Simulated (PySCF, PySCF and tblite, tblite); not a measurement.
# C₆H₈O₂: conformers and averaged spectra, part 1 of 2

Aim: find the conformers of C₆H₈O₂ (`C#CC1COCOC1`), weigh them, and average their properties.

Computed with tblite 0.8.0 (tight binding) and PySCF 2.14.0 (DFT, with response routines of our own); each step states its level. Atoms count from 0 throughout.

## 1. The molecule as given

16 atoms, charge 0, multiplicity 1; geometry from: MMFF94s geometry.

Bonds of the start (Å): C0–C1 1.22, C0–H8 1.06, C1–C2 1.46, C2–C3 1.52, C2–C7 1.53, C2–H9 1.10, C3–H10 1.10, C3–H11 1.11, C3–O4 1.42, C5–H12 1.10, C5–H13 1.08, C5–O6 1.43, C7–H14 1.10, C7–H15 1.10, O4–C5 1.43, O6–C7 1.43.

## 2. GFN2-xTB relaxation, conformer 1

The job: settings as JSON, then the geometry in Å.

```
{"job": {"xc": "GFN2-xTB", "basis": "xTB", "kind": "relax"}, "charge": 0, "multiplicity": 1}
C      3.128200     0.242200     0.366300
C      1.934500     0.407700     0.200500
C      0.502300     0.599600     0.020900
C     -0.310900     0.081300     1.197400
O     -1.712500     0.187600     0.968200
C     -2.082300    -0.502400    -0.229600
O     -1.421700     0.036000    -1.374000
C      0.000500    -0.086200    -1.245800
H      4.173000     0.106300     0.507400
H      0.269500     1.673200    -0.077000
H     -0.084100     0.647500     2.108300
H     -0.074900    -0.978100     1.427200
H     -1.880800    -1.574400    -0.119900
H     -3.150200    -0.376600    -0.371600
H      0.442300     0.372900    -2.137000
H      0.259600    -1.154300    -1.252800
```

The run is started by

```
$ OMP_NUM_THREADS=1 python ens_run.py task.json out
```

The driver reads the study from task.json and runs its stages one after another.

What it wrote:

```text
step      E/eV     max force
  0    -679.84086    1.787
  1    -679.83508    4.616
  2    -679.91620    0.755
  3    -679.92813    0.346
  4    -679.93958    0.232
  5    -679.95196    0.304
  6    -679.95539    0.144
  7    -679.95669    0.078
  8    -679.95740    0.069
  9    -679.95806    0.077
 10    -679.95848    0.052
 11    -679.95875    0.041
 12    -679.95897    0.053
 13    -679.95925    0.062
 14    -679.95954    0.052
 15    -679.95980    0.038
 16    -679.95980    0.038
 17    -679.95992    0.035
 18    -679.96015    0.093
 19    -679.96009    0.183
 20    -679.96025    0.022
 21    -679.96029    0.017
 22    -679.96041    0.054
 23    -679.96047    0.040
 24    -679.96052    0.020
 25    -679.96057    0.029
 26    -679.96064    0.050
 27    -679.96070    0.045
 28    -679.96075    0.021
 29    -679.96078    0.013
 30    -679.96080    0.021
 31    -679.96081    0.017
 32    -679.96082    0.006
 33    -679.96082    0.004
 34    -679.96082    0.005
 35    -679.96083    0.003
```

Run time: 0.21 s. Hardware: 1 thread of Arm Neoverse V1, shared host.

Relaxing gained 0.120 eV and moved the atoms by 0.04 Å on average (rms).

GFN2-xTB relaxation, conformer 2:

The job: settings as JSON, then the geometry in Å.

```
{"job": {"xc": "GFN2-xTB", "basis": "xTB", "kind": "relax"}, "charge": 0, "multiplicity": 1}
C      2.702800     0.676100    -0.949600
C      1.795200     0.228800    -0.297900
C      0.710200    -0.341500     0.532000
C     -0.152600    -1.300300    -0.300400
O     -1.000500    -0.628900    -1.209000
C     -1.817400     0.332600    -0.560800
O     -1.036600     1.338600     0.079600
C     -0.185900     0.777300     1.090200
H      3.483700     1.084500    -1.541800
H      1.155600    -0.883100     1.367900
H     -0.786400    -1.913800     0.369800
H      0.470700    -2.006600    -0.859900
H     -2.436200     0.824300    -1.305600
H     -2.481600    -0.154700     0.155200
H     -0.831000     0.389300     1.891800
H      0.402400     1.586200     1.527200
```

What it wrote:

```text
step      E/eV     max force
  0    -679.77602    1.304
  1    -679.82514    0.460
  2    -679.83336    1.546
  3    -679.85243    0.439
  4    -679.86527    0.549
  5    -679.87735    0.173
  6    -679.87853    0.112
  7    -679.87957    0.082
  8    -679.87992    0.057
  9    -679.88013    0.026
 10    -679.88013    0.026
 11    -679.88019    0.023
 12    -679.88028    0.129
 13    -679.88040    0.082
 14    -679.88049    0.049
 15    -679.88068    0.027
 16    -679.88082    0.048
 17    -679.88105    0.056
 18    -679.88133    0.046
 19    -679.88169    0.045
 20    -679.88208    0.049
 21    -679.88257    0.064
 22    -679.88313    0.065
 23    -679.88361    0.059
 24    -679.88389    0.057
 25    -679.88406    0.048
 26    -679.88424    0.036
 27    -679.88444    0.032
 28    -679.88463    0.044
 29    -679.88477    0.042
 30    -679.88488    0.035
 31    -679.88501    0.031
 32    -679.88516    0.040
 33    -679.88532    0.046
 34    -679.88547    0.041
 35    -679.88558    0.022
 36    -679.88565    0.017
 37    -679.88569    0.015
 38    -679.88571    0.013
 39    -679.88573    0.011
 40    -679.88575    0.009
 41    -679.88576    0.007
 42    -679.88577    0.007
 43    -679.88578    0.007
 44    -679.88579    0.007
 45    -679.88579    0.006
 46    -679.88580    0.005
 47    -679.88581    0.005
 48    -679.88581    0.005
 49    -679.88582    0.006
 50    -679.88582    0.005
 51    -679.88583    0.005
 52    -679.88583    0.003
```

Wall time 0.27 s (1 thread of Arm Neoverse V1, shared host).

Gain 0.110 eV; displacement 0.09 Å root mean square.

## 3. Shieldings, conformer 1: CAM-B3LYP/pcSseg-1 in benzene

The job: settings as JSON, then the geometry in Å.

```
{"job": {"xc": "CAM-B3LYP", "basis": "pcSseg-1", "solvent": "benzene", "kind": "nmr", "pop": true}, "charge": 0, "multiplicity": 1}
C      3.088586     0.237753     0.363578
C      1.917459     0.427188     0.206876
C      0.496226     0.622698     0.018150
C     -0.311010     0.065482     1.205004
O     -1.696652     0.176880     0.952156
C     -2.052137    -0.483513    -0.223774
O     -1.410829     0.022687    -1.354174
C     -0.007309    -0.098328    -1.245705
H      4.118118     0.091048     0.500346
H      0.277305     1.691994    -0.080275
H     -0.118564     0.630761     2.118203
H     -0.040794    -0.990551     1.368375
H     -1.833085    -1.568975    -0.124099
H     -3.122859    -0.325948    -0.367024
H      0.410635     0.345278    -2.150734
H      0.277313    -1.162138    -1.198316
```

What it wrote:

```text
coarse grid: 13648 points
cycle   1  E = -383.3863583136  dE =  1.522e+00  |g| = 8.176e-01  |ddm| = 3.731e+00
cycle   2  E = -383.3540512744  dE =  3.231e-02  |g| = 9.607e-01  |ddm| = 1.468e+00
cycle   3  E = -383.5066310644  dE = -1.526e-01  |g| = 7.999e-02  |ddm| = 7.815e-01
cycle   4  E = -383.5075802425  dE = -9.492e-04  |g| = 4.466e-02  |ddm| = 9.349e-02
cycle   5  E = -383.5080069778  dE = -4.267e-04  |g| = 1.530e-02  |ddm| = 3.815e-02
cycle   6  E = -383.5080587634  dE = -5.179e-05  |g| = 3.098e-03  |ddm| = 1.346e-02
cycle   7  E = -383.5080611490  dE = -2.386e-06  |g| = 4.535e-04  |ddm| = 3.085e-03
final grid: 132640 points
cycle   8  E = -383.5984790133  dE = -3.729e-05  |g| = 4.839e-03  |ddm| = 2.371e-02
cycle   9  E = -383.5984782011  dE =  8.122e-07  |g| = 5.529e-03  |ddm| = 6.902e-03
cycle  10  E = -383.5984834237  dE = -5.223e-06  |g| = 4.925e-04  |ddm| = 3.957e-03
cycle  11  E = -383.5984834628  dE = -3.919e-08  |g| = 2.260e-04  |ddm| = 5.250e-04
cycle  12  E = -383.5984834725  dE = -9.704e-09  |g| = 9.210e-05  |ddm| = 2.180e-04
cycle  13  E = -383.5984834745  dE = -1.976e-09  |g| = 1.620e-05  |ddm| = 7.275e-05
cycle  14  E = -383.5984834746  dE = -6.378e-11  |g| = 4.094e-06  |ddm| = 2.207e-05
converged SCF energy = -383.5984834746

GIAO shielding tensors (ppm)
atom      isotropic    diamagn.    paramagn.     s11        s22        s33       span
  0 C      105.420     257.130    -151.710     30.274     32.957    253.028    222.754
  1 C       97.950     262.161    -164.211     -3.585     -1.847    299.281    302.866
  2 C      155.258     248.697     -93.440    142.817    148.332    174.624     31.807
  3 C      109.661     244.427    -134.766     84.313     95.992    148.679     64.367
  4 O      259.854     397.732    -137.878    182.721    276.548    320.293    137.571
  5 C       86.684     241.415    -154.730     65.836     87.909    106.308     40.472
  6 O      259.820     397.727    -137.907    182.702    276.502    320.257    137.555
  7 C      109.651     244.435    -134.784     84.295     95.982    148.675     64.380
  8 H       30.125      33.709      -3.584     24.857     24.868     40.650     15.793
  9 H       28.869      28.692       0.177     24.937     28.292     33.379      8.442
 10 H       27.337      28.834      -1.497     22.974     27.606     31.433      8.459
 11 H       28.150      30.185      -2.035     24.002     28.816     31.632      7.630
 12 H       26.934      28.915      -1.981     22.195     26.798     31.810      9.615
 13 H       26.522      26.967      -0.445     22.182     25.615     31.770      9.587
 14 H       27.337      28.831      -1.494     22.974     27.608     31.430      8.456
 15 H       28.150      30.185      -2.034     24.003     28.818     31.630      7.627
```

It took 41 s on 1 thread of Arm Neoverse V1, shared host; peak memory 0.93 GiB.

This run: HOMO -8.95 eV, LUMO 2.17 eV; dipole 1.78 D.

The fields below are evaluated on a grid from the run's orbitals.

Frontier orbitals at CAM-B3LYP/pcSseg-1, with the share of their density that lies nearest to each atom:

| orbital | energy (eV) | lies on |
| --- | --- | --- |
| HOMO | -8.95 | C0 20 %; O4, O6 about 19 % each; C1 13 % |
| LUMO | 2.17 | C0, C1 about 30 % each; H8 13 % |

ELF in a plane through or near 8 of the atoms.

Values, 10 rows by 14 columns:
```
0.00 0.00 0.00 0.00 0.00 0.00 0.00 0.00 0.00 0.00 0.00 0.00 0.00 0.00
0.00 0.00 0.00 0.00 0.00 0.00 0.01 0.02 0.00 0.00 0.00 0.00 0.00 0.00
0.00 0.00 0.00 0.00 0.00 0.00 0.97 0.93 0.04 0.19 0.00 0.00 0.00 0.00
0.00 0.00 0.01 0.20 0.41 0.05 0.65 0.63 0.74 0.82 0.01 0.00 0.00 0.00
0.00 0.00 0.25 0.56 0.84 0.61 0.58 0.43 0.70 0.54 0.71 0.38 0.00 0.00
0.00 0.00 0.77 0.74 0.85 0.37 0.43 0.56 0.29 0.34 1.00 0.90 0.00 0.00
0.00 0.00 0.04 0.37 0.65 0.34 0.30 0.62 0.54 0.69 0.03 0.02 0.00 0.00
0.00 0.00 0.00 0.01 0.05 0.00 0.97 0.94 0.23 0.61 0.00 0.00 0.00 0.00
0.00 0.00 0.00 0.00 0.00 0.00 0.48 0.48 0.00 0.00 0.00 0.00 0.00 0.00
0.00 0.00 0.00 0.00 0.00 0.00 0.00 0.00 0.00 0.00 0.00 0.00 0.00 0.00
```
The map spans 13.4 Å across and 9.5 Å up, centred on the molecule. Atoms in the plane (x, y in Å): C1 (-2.0, 0.0), C3 (0.2, 1.2), O4 (1.5, 1.2), O6 (1.5, -1.2), C7 (0.2, -1.2), H10 (-0.2, 2.2), H13 (3.2, 0.0), H14 (-0.2, -2.2).

On the surface of density 0.002 e/bohr³ the electrostatic potential runs, from the 1st to the 99th percentile, from -1.42 V near O4 to 1.47 V near H8.

## 4. Shieldings, conformer 2: CAM-B3LYP/pcSseg-1 in benzene

The job: settings as JSON, then the geometry in Å.

```
{"job": {"xc": "CAM-B3LYP", "basis": "pcSseg-1", "solvent": "benzene", "kind": "nmr", "pop": false}, "charge": 0, "multiplicity": 1}
C      2.591907     0.703552    -0.989112
C      1.760816     0.217460    -0.279509
C      0.721604    -0.354934     0.555611
C     -0.161693    -1.318933    -0.259588
O     -0.948636    -0.620505    -1.200450
C     -1.730497     0.355951    -0.585487
O     -0.984063     1.322689     0.086246
C     -0.199474     0.749003     1.109781
H      3.330318     1.124661    -1.603427
H      1.181835    -0.897889     1.388411
H     -0.816240    -1.877479     0.430824
H      0.444078    -2.021289    -0.834455
H     -2.278211     0.870277    -1.377325
H     -2.441540    -0.125832     0.122551
H     -0.856373     0.314788     1.882482
H      0.378570     1.567426     1.542037
```

What it wrote:

```text
coarse grid: 13648 points
cycle   1  E = -383.3772380500  dE =  1.531e+00  |g| = 8.324e-01  |ddm| = 3.709e+00
cycle   2  E = -383.3425004653  dE =  3.474e-02  |g| = 9.828e-01  |ddm| = 1.346e+00
cycle   3  E = -383.5040965544  dE = -1.616e-01  |g| = 7.323e-02  |ddm| = 6.882e-01
cycle   4  E = -383.5049354024  dE = -8.388e-04  |g| = 3.716e-02  |ddm| = 8.019e-02
cycle   5  E = -383.5052124954  dE = -2.771e-04  |g| = 1.594e-02  |ddm| = 3.455e-02
cycle   6  E = -383.5052683323  dE = -5.584e-05  |g| = 3.267e-03  |ddm| = 1.347e-02
cycle   7  E = -383.5052709286  dE = -2.596e-06  |g| = 3.939e-04  |ddm| = 2.921e-03
final grid: 132640 points
cycle   8  E = -383.5955457569  dE = -3.446e-05  |g| = 4.590e-03  |ddm| = 2.171e-02
cycle   9  E = -383.5955451793  dE =  5.776e-07  |g| = 5.155e-03  |ddm| = 6.252e-03
cycle  10  E = -383.5955497758  dE = -4.596e-06  |g| = 4.862e-04  |ddm| = 3.198e-03
cycle  11  E = -383.5955498162  dE = -4.047e-08  |g| = 1.968e-04  |ddm| = 4.908e-04
cycle  12  E = -383.5955498235  dE = -7.215e-09  |g| = 8.427e-05  |ddm| = 1.974e-04
cycle  13  E = -383.5955498251  dE = -1.622e-09  |g| = 1.492e-05  |ddm| = 6.676e-05
cycle  14  E = -383.5955498251  dE = -5.161e-11  |g| = 3.512e-06  |ddm| = 1.676e-05
converged SCF energy = -383.5955498251

GIAO shielding tensors (ppm)
atom      isotropic    diamagn.    paramagn.     s11        s22        s33       span
  0 C      107.672     257.802    -150.130     31.114     37.719    254.183    223.069
  1 C       92.425     264.672    -172.247    -16.575     -0.869    294.719    311.294
  2 C      154.591     247.312     -92.721    145.995    149.020    168.759     22.764
  3 C      110.712     243.552    -132.840     90.343    102.694    139.098     48.755
  4 O      273.670     397.842    -124.172    194.959    293.691    332.361    137.401
  5 C       86.697     239.976    -153.279     64.782     87.912    107.397     42.615
  6 O      273.671     397.844    -124.173    194.964    293.681    332.367    137.403
  7 C      110.693     243.556    -132.863     90.336    102.692    139.051     48.716
  8 H       30.046      34.209      -4.163     24.746     24.793     40.599     15.853
  9 H       29.684      28.617       1.067     24.413     28.697     35.941     11.528
 10 H       27.882      29.886      -2.005     23.749     27.198     32.697      8.947
 11 H       27.440      28.676      -1.237     23.803     26.368     32.147      8.344
 12 H       26.413      27.382      -0.969     22.051     25.575     31.614      9.563
 13 H       26.901      28.429      -1.529     21.823     26.970     31.909     10.086
 14 H       27.880      29.886      -2.006     23.749     27.196     32.695      8.946
 15 H       27.439      28.679      -1.240     23.805     26.368     32.146      8.341
```

It took 32 s on 1 thread of Arm Neoverse V1, shared host; peak memory 0.97 GiB.

Key values: HOMO -8.86 eV, LUMO 2.07 eV; dipole 2.60 D.

## 5. Couplings, conformer 1: B3LYP/6-31G*+pcJ-1

The job: settings as JSON, then the geometry in Å.

```
{"job": {"xc": "B3LYP", "basis": {"default": "6-31G*", "H": "pcJ-1"}, "nuclei": ["H", "F", "P", "Si", "B"], "kind": "j"}, "charge": 0, "multiplicity": 1}
C      3.088586     0.237753     0.363578
C      1.917459     0.427188     0.206876
C      0.496226     0.622698     0.018150
C     -0.311010     0.065482     1.205004
O     -1.696652     0.176880     0.952156
C     -2.052137    -0.483513    -0.223774
O     -1.410829     0.022687    -1.354174
C     -0.007309    -0.098328    -1.245705
H      4.118118     0.091048     0.500346
H      0.277305     1.691994    -0.080275
H     -0.118564     0.630761     2.118203
H     -0.040794    -0.990551     1.368375
H     -1.833085    -1.568975    -0.124099
H     -3.122859    -0.325948    -0.367024
H      0.410635     0.345278    -2.150734
H      0.277313    -1.162138    -1.198316
```

What it wrote:

```text
coarse grid: 13648 points
cycle   1  E = -383.7441883386  dE =  1.287e+00  |g| = 8.089e-01  |ddm| = 3.992e+00
cycle   2  E = -383.6203672776  dE =  1.238e-01  |g| = 1.157e+00  |ddm| = 1.874e+00
cycle   3  E = -383.8681474643  dE = -2.478e-01  |g| = 1.427e-01  |ddm| = 1.210e+00
cycle   4  E = -383.8716401207  dE = -3.493e-03  |g| = 7.558e-02  |ddm| = 1.939e-01
cycle   5  E = -383.8728558347  dE = -1.216e-03  |g| = 3.060e-02  |ddm| = 7.979e-02
cycle   6  E = -383.8730936771  dE = -2.378e-04  |g| = 3.790e-03  |ddm| = 2.881e-02
cycle   7  E = -383.8730973975  dE = -3.720e-06  |g| = 8.052e-04  |ddm| = 4.634e-03
final grid: 132640 points
cycle   8  E = -383.8100223342  dE = -4.286e-05  |g| = 6.579e-03  |ddm| = 3.630e-02
cycle   9  E = -383.8100144164  dE =  7.918e-06  |g| = 9.124e-03  |ddm| = 1.327e-02
cycle  10  E = -383.8100320008  dE = -1.758e-05  |g| = 1.629e-03  |ddm| = 8.606e-03
cycle  11  E = -383.8100325530  dE = -5.522e-07  |g| = 5.750e-04  |ddm| = 1.736e-03
cycle  12  E = -383.8100326298  dE = -7.680e-08  |g| = 1.675e-04  |ddm| = 5.800e-04
cycle  13  E = -383.8100326360  dE = -6.240e-09  |g| = 4.023e-05  |ddm| = 1.705e-04
cycle  14  E = -383.8100326364  dE = -3.388e-10  |g| = 8.836e-06  |ddm| = 4.976e-05
converged SCF energy = -383.8100326364

Indirect spin-spin couplings (Hz)
  i      j    bonds     total        FC       PSO       DSO        SD
  8 H    9 H    4     -4.073    -3.552     0.948    -1.470         -
  8 H   10 H    5     -0.174     0.147     0.420    -0.742         -
  8 H   11 H    5     -0.155     0.138     0.326    -0.620         -
  8 H   12 H    7     -0.234     0.003     0.401    -0.638         -
  8 H   13 H    7     -0.322     0.009     0.642    -0.973         -
  8 H   14 H    5     -0.174     0.148     0.420    -0.741         -
  8 H   15 H    5     -0.155     0.138     0.326    -0.620         -
  9 H   10 H    3      4.872     4.699     0.022     0.151         -
  9 H   11 H    3     10.524    11.304     1.756    -2.535         -
  9 H   12 H    5     -0.571    -0.050     1.211    -1.732         -
  9 H   13 H    5     -0.280     0.106     0.815    -1.202         -
  9 H   14 H    3      4.868     4.696     0.023     0.149         -
  9 H   15 H    3     10.528    11.308     1.756    -2.535         -
 10 H   11 H    2    -11.774   -11.467     1.506    -1.813         -
 10 H   12 H    4     -1.068    -0.496     1.206    -1.778         -
 10 H   14 H    4      1.880     2.410     1.322    -1.852         -
 10 H   15 H    4     -0.883    -0.402     1.112    -1.593         -
 11 H   12 H    4      0.550    -0.074    -1.339     1.962         -
 11 H   13 H    4     -1.191    -0.588     1.228    -1.831         -
 11 H   14 H    4     -0.883    -0.402     1.112    -1.593         -
 11 H   15 H    4      0.227    -0.331    -1.128     1.687         -
 12 H   13 H    2     -7.723    -7.366     1.519    -1.877         -
 12 H   14 H    4     -1.068    -0.496     1.206    -1.778         -
 12 H   15 H    4      0.549    -0.074    -1.339     1.963         -
 13 H   15 H    4     -1.191    -0.588     1.228    -1.831         -
 14 H   15 H    2    -11.771   -11.464     1.506    -1.813         -
```

It took 28 s on 1 thread of Arm Neoverse V1, shared host; peak memory 0.89 GiB.

In short: HOMO -7.01 eV, LUMO 1.16 eV; dipole 1.38 D.

## 6. Couplings, conformer 2: B3LYP/6-31G*+pcJ-1

The job: settings as JSON, then the geometry in Å.

```
{"job": {"xc": "B3LYP", "basis": {"default": "6-31G*", "H": "pcJ-1"}, "nuclei": ["H", "F", "P", "Si", "B"], "kind": "j"}, "charge": 0, "multiplicity": 1}
C      2.591907     0.703552    -0.989112
C      1.760816     0.217460    -0.279509
C      0.721604    -0.354934     0.555611
C     -0.161693    -1.318933    -0.259588
O     -0.948636    -0.620505    -1.200450
C     -1.730497     0.355951    -0.585487
O     -0.984063     1.322689     0.086246
C     -0.199474     0.749003     1.109781
H      3.330318     1.124661    -1.603427
H      1.181835    -0.897889     1.388411
H     -0.816240    -1.877479     0.430824
H      0.444078    -2.021289    -0.834455
H     -2.278211     0.870277    -1.377325
H     -2.441540    -0.125832     0.122551
H     -0.856373     0.314788     1.882482
H      0.378570     1.567426     1.542037
```

What it wrote:

```text
coarse grid: 13648 points
cycle   1  E = -383.7294307986  dE =  1.301e+00  |g| = 8.313e-01  |ddm| = 3.937e+00
cycle   2  E = -383.5751409653  dE =  1.543e-01  |g| = 1.230e+00  |ddm| = 1.951e+00
cycle   3  E = -383.8643117337  dE = -2.892e-01  |g| = 1.301e-01  |ddm| = 1.303e+00
cycle   4  E = -383.8669514178  dE = -2.640e-03  |g| = 7.545e-02  |ddm| = 1.766e-01
cycle   5  E = -383.8681398682  dE = -1.188e-03  |g| = 3.238e-02  |ddm| = 8.562e-02
cycle   6  E = -383.8683962547  dE = -2.564e-04  |g| = 5.277e-03  |ddm| = 2.984e-02
cycle   7  E = -383.8684032754  dE = -7.021e-06  |g| = 7.804e-04  |ddm| = 5.634e-03
final grid: 132640 points
cycle   8  E = -383.8052046701  dE = -3.576e-05  |g| = 6.621e-03  |ddm| = 3.093e-02
cycle   9  E = -383.8051976659  dE =  7.004e-06  |g| = 8.830e-03  |ddm| = 1.311e-02
cycle  10  E = -383.8052147886  dE = -1.712e-05  |g| = 1.611e-03  |ddm| = 8.116e-03
cycle  11  E = -383.8052153625  dE = -5.739e-07  |g| = 4.972e-04  |ddm| = 1.636e-03
cycle  12  E = -383.8052154183  dE = -5.582e-08  |g| = 1.706e-04  |ddm| = 5.610e-04
cycle  13  E = -383.8052154246  dE = -6.291e-09  |g| = 3.539e-05  |ddm| = 1.867e-04
cycle  14  E = -383.8052154249  dE = -2.433e-10  |g| = 8.319e-06  |ddm| = 4.360e-05
converged SCF energy = -383.8052154249

Indirect spin-spin couplings (Hz)
  i      j    bonds     total        FC       PSO       DSO        SD
  8 H    9 H    4     -4.142    -3.609     0.983    -1.515         -
  8 H   10 H    5     -0.773    -0.298     0.889    -1.364         -
  8 H   11 H    5     -0.194     0.124     0.338    -0.656         -
  8 H   12 H    7     -0.245     0.014     0.411    -0.670         -
  8 H   13 H    7     -0.411    -0.012     0.773    -1.172         -
  8 H   14 H    5     -0.775    -0.300     0.889    -1.364         -
  8 H   15 H    5     -0.194     0.123     0.337    -0.655         -
  9 H   10 H    3      3.368     3.099    -0.095     0.364         -
  9 H   11 H    3      1.406     1.441     0.416    -0.451         -
  9 H   12 H    5      0.360     0.996     1.365    -2.001         -
  9 H   13 H    5     -0.231     0.037     0.681    -0.949         -
  9 H   14 H    3      3.366     3.097    -0.095     0.364         -
  9 H   15 H    3      1.407     1.442     0.415    -0.450         -
 10 H   11 H    2    -11.442   -11.094     1.544    -1.892         -
 10 H   12 H    4     -1.211    -0.600     1.237    -1.848         -
 10 H   13 H    4      0.578    -0.016    -1.298     1.892         -
 10 H   14 H    4      0.273    -0.215    -1.006     1.495         -
 10 H   15 H    4     -0.759    -0.284     1.121    -1.595         -
 11 H   13 H    4     -1.085    -0.515     1.217    -1.786         -
 11 H   14 H    4     -0.760    -0.286     1.121    -1.595         -
 11 H   15 H    4      2.019     2.557     1.332    -1.870         -
 12 H   13 H    2     -7.741    -7.393     1.498    -1.846         -
 12 H   14 H    4     -1.210    -0.599     1.237    -1.848         -
 13 H   14 H    4      0.579    -0.015    -1.298     1.893         -
 13 H   15 H    4     -1.083    -0.513     1.217    -1.786         -
 14 H   15 H    2    -11.445   -11.096     1.544    -1.892         -
```

Run time: 29 s. Hardware: 1 thread of Arm Neoverse V1, shared host; peak memory 0.98 GiB.

Key values: HOMO -6.90 eV, LUMO 1.01 eV; dipole 1.92 D.

(Continued in part 2 of 2.)
